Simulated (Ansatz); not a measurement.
**C3H6S2Si: one species, many methods**

One table from this session's results is given with a row withheld; the runs are named, their logs left out.

Program: Ansatz 0.2.0, Gaussian basis. Level of theory: functionals in def2-TZVPP, the program's frozen cores in correlated methods. These are calculated values, not measurements.

Levels to be run: PBE-D4, r2SCAN-D4, PBE0-D4, B3LYP-D4, ωB97X-V, ωB97M-V, B2PLYP; CCSD(T)/def2-TZVPP; MP2/def2-QZVPP; extrapolation to the limit.

## Structure used throughout

The geometry comes from an earlier relaxation with PBE0-D4 in a triple-zeta def2 set; it is a stationary point, not always the lowest conformer.

SMILES `CC1(S)[SiH2]C1=S`, 12 atoms, charge 0, spin multiplicity 1.

Atoms are counted from 1 here; the program's logs count them from 0.

Bond lengths: C1–C2 1.501 Å, C1–H7 1.091 Å, C1–H8 1.094 Å, C1–H9 1.093 Å, C2–S3 1.800 Å, C2–Si4 1.899 Å, C2–C5 1.496 Å, S3–H10 1.349 Å, Si4–C5 1.841 Å, Si4–H11 1.481 Å, Si4–H12 1.476 Å, C5–S6 1.602 Å. Angles: C2–C1–H7 110.7°, C2–C1–H8 110.4°, C2–C1–H9 110.5°, H7–C1–H8 108.6°, H7–C1–H9 108.7°, H8–C1–H9 107.9°, C1–C2–S3 117.6°, C1–C2–Si4 132.6°, C1–C2–C5 121.4°, S3–C2–Si4 102.8°, S3–C2–C5 105.3°, Si4–C2–C5 64.4°, C2–S3–H10 97.3°, C2–Si4–C5 47.1°, C2–Si4–H11 118.1°, C2–Si4–H12 119.6°, C5–Si4–H11 114.1°, C5–Si4–H12 127.5° and more.

The first run:

The input, in.yaml:

```yaml
crystal:
  periodic: [false, false, false]
  atoms:
    - {symbol: C, position_ang: [-0.087818, -0.334946, 1.510285]}
    - {symbol: C, position_ang: [0.218359, -0.144237, 0.053705]}
    - {symbol: S, position_ang: [1.925520, -0.354665, -0.475065]}
    - {symbol: Si, position_ang: [-0.762845, -0.526546, -1.526758]}
    - {symbol: C, position_ang: [-0.283351, 1.046833, -0.700003]}
    - {symbol: S, position_ang: [-0.518413, 2.586191, -0.325087]}
    - {symbol: H, position_ang: [0.237532, -1.320388, 1.846749]}
    - {symbol: H, position_ang: [0.422563, 0.424595, 2.109232]}
    - {symbol: H, position_ang: [-1.161274, -0.238981, 1.690581]}
    - {symbol: H, position_ang: [2.374215, 0.860173, -0.096251]}
    - {symbol: H, position_ang: [-2.198226, -0.866982, -1.390961]}
    - {symbol: H, position_ang: [-0.089264, -1.186245, -2.662527]}
basis:
  gaussian: {orbitals: def2-TZVPP}
hamiltonian: {xc: pbe, dispersion: d4}
output: {forces: true, orbitals: {seedname: orbitals}}
```

Command:

```bash
$ ansatz run in.yaml --threads 2 --pin off --events-out ev --progress --plain --max-ram 31744MiB --backend cuda --devices 0, --max-vram 18GiB
```

Steps of the session up to this table: PBE-D4 (GGA); r2SCAN-D4 (meta-GGA); PBE0-D4 (hybrid); B3LYP-D4 (hybrid); ωB97X-V (range-separated); ωB97M-V (range-separated); B2PLYP (double hybrid); CCSD(T) in def2-TZVPP; MP2 in def2-QZVPP.

One table of the session follows, with a row left open; its other results are not shown here.

It belongs to the step «Atomisation energies». 

```
            method  atomisation energy (eV)
            PBE-D4                   46.079
         r2SCAN-D4                   45.032
           PBE0-D4                   45.123
          B3LYP-D4                   44.578
           ωB97X-V                   44.845
           ωB97M-V                        ?
            B2PLYP                   43.995
     HF/def2-TZVPP                   31.169
    MP2/def2-TZVPP                   44.268
   CCSD/def2-TZVPP                   42.321
CCSD(T)/def2-TZVPP                   43.304
           MP2/CBS                   45.582
       CCSD(T)/CBS                   44.618
```

**Question.** Estimate the row for ωB97M-V.

**Answer.** atomisation energy (eV): 44.904. In the column «atomisation energy (eV)» it lies between ωB97X-V (44.845) and r2SCAN-D4 (45.032).

To keep in mind: Free atoms (3 C, 2 S, 1 Si, 6 H) were run apart at each level; the atomisation energy is their sum less the molecule, without zero-point or spin-orbit terms.
